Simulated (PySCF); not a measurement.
# SiOCl₂: structure of the singlet

Aim: relax SiOCl₂ as a singlet from a hand-made T-shaped (ligand arrangement 1) geometry, check by its vibrations whether the end is a minimum, and collect its spectrum and constants.

The runs use PySCF 2.14.0; PBE0, basis Si def2-TZVP, O def2-TZVP, Cl def2-TZVP, no relativity, density fitting.

**1. Where the work starts**

4 atoms, charge 0, spin multiplicity 1.

Bond lengths: Si1–O2 1.640 Å, Si1–Cl3 2.150 Å, Si1–Cl4 2.150 Å. Angles: O2–Si1–Cl3 88.0°, O2–Si1–Cl4 176.0°, Cl3–Si1–Cl4 88.0°.

Z-matrix (Å, degrees; charge 0 multiplicity 1):
```
Si
O  1 1.6400
Cl 1 2.1500 2 88.00
Cl 1 2.1500 3 88.00 2 180.00
```

**2. Relaxing the singlet from the T-shaped (ligand arrangement 1) start**

The steps below are one call of a driver around PySCF. For each, scf.py gives the equivalent set-up of the SCF; relaxations use the driver's own optimiser. Before each start the driver seeks the lowest SCF state from one or more starting densities and follows internal instabilities, so scf.py alone need not reach the same state.

The program finds Cs symmetry in the start, which this walk keeps. The walk stops when the largest gradient is under 0.0003 Eh/bohr and the energy has settled too.

scf.py

```python
from pyscf import gto, scf, dft
mol = gto.M(atom='''
Si    -0.429480     0.000000    -0.691080
O     -2.068480     0.000000    -0.633880
Cl    -0.429480     0.000000     1.458920
Cl     1.719220     0.000000    -0.616080''',
    basis={'Si': 'def2-TZVP', 'O': 'def2-TZVP', 'Cl': 'def2-TZVP'},
    charge=0, spin=0)
mf = dft.RKS(mol, xc='PBE0')
mf.grids.atom_grid = (50, 194)
aux = {'Si': 'def2-universal-JKFIT', 'O': 'def2-universal-JKFIT', 'Cl': 'def2-universal-JKFIT'}
mf = mf.density_fit(auxbasis=aux)
mf.kernel()
```

Steps of the walk:

```csv
step,energy (Eh),change (kJ/mol),largest symmetric gradient (Eh/bohr)
0,-1284.688363,0.00,0.09857
1,-1284.748277,-157.30,0.05725
2,-1284.779042,-238.08,0.05868
3,-1284.789935,-266.68,0.02131
4,-1284.790856,-269.09,0.02467
5,-1284.791855,-271.72,0.00167
6,-1284.791874,-271.77,0.00091
7,-1284.791877,-271.77,0.00019
```

The walk ran for 10 s (4 threads, shared host).

Positions (Å) and forces (eV/Å) along the way:

```
step 0
Si  -0.429   0.000  -0.691  -3.115   0.000   5.069
O   -2.068   0.000  -0.634   4.181   0.000  -2.873
Cl  -0.429   0.000   1.459   0.383   0.000  -0.453
Cl   1.719   0.000  -0.616  -1.449   0.000  -1.744
step 1
Si  -0.458   0.000  -0.518  -0.239   0.000   2.944
O   -1.973   0.000  -0.782   1.545   0.000  -1.898
Cl  -0.419   0.000   1.537   0.265   0.000   0.109
Cl   1.642   0.000  -0.719  -1.570   0.000  -1.155
step 4
Si  -0.470   0.000  -0.218  -1.269   0.000  -0.979
O   -1.727   0.000  -1.100   1.222   0.000   1.015
Cl  -0.407   0.000   1.790   0.002   0.000  -0.129
Cl   1.396   0.000  -0.955   0.045   0.000   0.092
step 7
Si  -0.475   0.000  -0.236  -0.010   0.000  -0.002
O   -1.727   0.000  -1.073  -0.002   0.000  -0.002
Cl  -0.409   0.000   1.769   0.008   0.000  -0.001
Cl   1.403   0.000  -0.941   0.004   0.000   0.004
```

End point (C2v, 7 steps, 271.8 kJ/mol gained): Si–Cl 2.006 Å (×2), Si–O 1.507 Å; Cl–Si–Cl 108.7°, Cl–Si–O 125.6° (×2).

**3. Is it a minimum? Harmonic modes**

On the finer grid the gradient is checked again; gradients at displacements of ±0.01 bohr then give force constants and infrared intensities.

Changes to scf.py since step 2:

```diff
@@ -3,4 +3,4 @@
-Si    -0.429480     0.000000    -0.691080
-O     -2.068480     0.000000    -0.633880
-Cl    -0.429480     0.000000     1.458920
-Cl     1.719220     0.000000    -0.616080''',
+Si    -0.421151    -0.000000    -0.281872
+O     -1.673082    -0.000000    -1.119773
+Cl    -0.355103     0.000000     1.723129
+Cl     1.457583    -0.000000    -0.985253''',
@@ -10 +10 @@
-mf.grids.atom_grid = (50, 194)
+mf.grids.atom_grid = (75, 302)
```

The driver hands on the density of the step before, so the log starts near convergence.

Log of the central SCF (cycles and frontier levels):

```text
init E= -1284.79186830252
  HOMO = -0.326908521091419  LUMO = -0.0681105631497074  gap/eV = 7.04225
cycle= 1 E= -1284.79186830237  delta_E= 1.45e-10  |g|= 3.53e-05  |ddm|= 4.6e-05
  HOMO = -0.326904442527211  LUMO = -0.0681053177614654  gap/eV = 7.04228
cycle= 2 E= -1284.79186830208  delta_E= 2.89e-10  |g|= 4.92e-05  |ddm|= 6.3e-05
  HOMO = -0.326905901999348  LUMO = -0.0681082772640068  gap/eV = 7.04224
cycle= 3 E= -1284.79186830269  delta_E= -6.02e-10  |g|= 5.52e-06  |ddm|= 3.67e-05
  HOMO = -0.326906521110743  LUMO = -0.068108332953382  gap/eV = 7.04226
cycle= 4 E= -1284.79186830269  delta_E= -5.46e-12  |g|= 2.52e-07  |ddm|= 2.9e-06
  HOMO = -0.326906506184166  LUMO = -0.0681083279540541  gap/eV = 7.04226
Extra cycle  E= -1284.79186830269  delta_E= -4.55e-13  |g|= 2.68e-07  |ddm|= 2.95e-07
converged SCF energy = -1284.79186830269
```

The whole step took 26 s.

Geometry: C2v; Si–Cl 2.006 Å (×2), Si–O 1.506 Å; Cl–Si–Cl 108.6°, Cl–Si–O 125.7° (×2).

Harmonic modes (main isotopes):

```json
{"symmetry": "a1", "ω (cm⁻¹)": "201", "IR (km/mol)": "1.3"}
{"symmetry": "b2", "ω (cm⁻¹)": "261", "IR (km/mol)": "33.5"}
{"symmetry": "b1", "ω (cm⁻¹)": "296", "IR (km/mol)": "37.7"}
{"symmetry": "a1", "ω (cm⁻¹)": "506", "IR (km/mol)": "18.8"}
{"symmetry": "b2", "ω (cm⁻¹)": "646", "IR (km/mol)": "235"}
{"symmetry": "a1", "ω (cm⁻¹)": "1286", "IR (km/mol)": "118"}
```

No imaginary mode, so this is a minimum.

Properties at this point:

- Dipole moment: 3.16 D
- Highest occupied level: -8.90 eV
- Lowest empty level: -1.85 eV
- Rotational constants: 0.164, 0.09078, 0.05843 cm⁻¹
- Zero-point energy: 19.1 kJ/mol
- Principal polarisabilities: 33.5, 50.8, 56.7 bohr³
- Atomisation energy without zero-point energy: 1389 kJ/mol
- Principal traceless quadrupole moments about the centre of mass: -10.41, 4.54, 5.88 D Å
- Entropy at 298.15 K and 1 bar: 301.4 J/(mol K)
- Heat capacity Cp at 298.15 K: 65.0 J/(mol K)
- Enthalpy at 298.15 K above 0 K: 14.71 kJ/mol
- Rotational symmetry number: 2

Charges (e) and bond orders:

| atom | Mulliken | Löwdin | polar tensor | Mayer order to Si1 |
| --- | --- | --- | --- | --- |
| Si1 | 0.73 | -0.48 | 1.56 | – |
| O2 | -0.48 | -0.19 | -0.72 | 2.19 |
| Cl3,4 | -0.13 | 0.33 | -0.42 | 1.25 |

Mulliken populations on Si1: s 4.89, p 7.63, d 0.65, f 0.10.

**4. What came out**

```
                                 quantity                                                                   value
                                  minimum                                                            singlet, C2v
                                 geometry  Si–Cl 2.006 Å (×2), Si–O 1.506 Å; Cl–Si–Cl 108.6°, Cl–Si–O 125.7° (×2)
                       wavenumbers (cm⁻¹)             201 (a1), 261 (b2), 296 (b1), 506 (a1), 646 (b2), 1286 (a1)
                            dipole moment                                                                  3.16 D
     highest occupied, lowest empty level                                                         -8.90, -1.85 eV
               polar-tensor charge of Si1                                                                 +1.56 e
                        zero-point energy                                                             19.1 kJ/mol
                      entropy at 298.15 K                                                         301.4 J/(mol K)
atomisation energy (no zero-point energy)                                                             1389 kJ/mol
```

**Reading.** The T-shaped (ligand arrangement 1) start (Cs) ends in a minimum of C2v symmetry. The strongest infrared band lies at 646 cm⁻¹ (b2, mixed). Other starts or spin states, not run here, may lie lower.

The search up to here took 37 s.
